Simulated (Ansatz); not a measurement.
Run this with Ansatz's Python interface and show what comes out.

The script, `run_torsion.py`:
```python
"""Energy of H4OSn as one group turns about a bond."""

import ansatz as az
from ase import Atoms


def main() -> None:
    atoms = Atoms(["O", "Sn", "H", "H", "H", "H"], positions=[
        (0.9964, -0.8271, 0.9971),
        (-0.2624, 0.3346, -0.1179),
        (1.0726, -1.5894, 0.4223),
        (-1.6669, -0.5287, -0.4347),
        (0.5282, 0.7118, -1.6524),
        (-0.6258, 1.8348, 0.7393),
    ])

    # relax first, so that the scan starts from a minimum
    first = az.Crystal.molecule_from_ase(atoms).calculation()
    first = first.basis(gaussian="def2-TZVP")
    first = first.functional("HF")
    first = first.relax(force_tolerance=0.02, max_steps=80)
    atoms.positions = first.run().report["positions_ang"]

    start = atoms.get_dihedral(3, 1, 0, 2)
    energies = {}
    for turn in range(0, 360, 40):
        turned = atoms.copy()
        turned.set_dihedral(3, 1, 0, 2, start + turn, indices=[0, 2])
        calculation = (
            az.Crystal.molecule_from_ase(turned).calculation()
            .basis(gaussian="def2-TZVP")
            .functional("HF")
        )
        energies[round((start + turn) % 360)] = calculation.run().report["free_energy_ev"]
    floor = min(energies.values())
    print("dihedral H3-Sn1-O0-H2 (deg)   E - E(min) (eV)")
    for angle, e in sorted(energies.items()):
        print(f"{angle:8d} {(e - floor):14.3f}  " + "#" * int(30 * (e - floor) / max(max(energies.values()) - floor, 1e-9)))


if __name__ == "__main__":
    main()
```

```console
$ python run_torsion.py
dihedral H3-Sn1-O0-H2 (deg)   E - E(min) (eV)
      19          0.006  ##########
      59          0.000
      99          0.006  #########
     139          0.016  ########################
     179          0.019  #############################
     219          0.017  ############################
     259          0.017  ############################
     299          0.019  ##############################
     339          0.016  #########################
```

What to keep in mind:
- The scan is rigid and the energies are electronic, in a modest basis. With rigid groups the curve can differ much from the relaxed path, the start wasn't checked as a minimum of this torsion, and equivalent turns needn't return to the same energy.
- def2 sets replace the cores of elements past krypton by effective core potentials.
- Wall time of the script: 15 s on 1 thread of Arm Neoverse V1, with other jobs on the host, peak memory 0.23 GiB.

(Lines on the test bed's own set-up are left out of the output.)
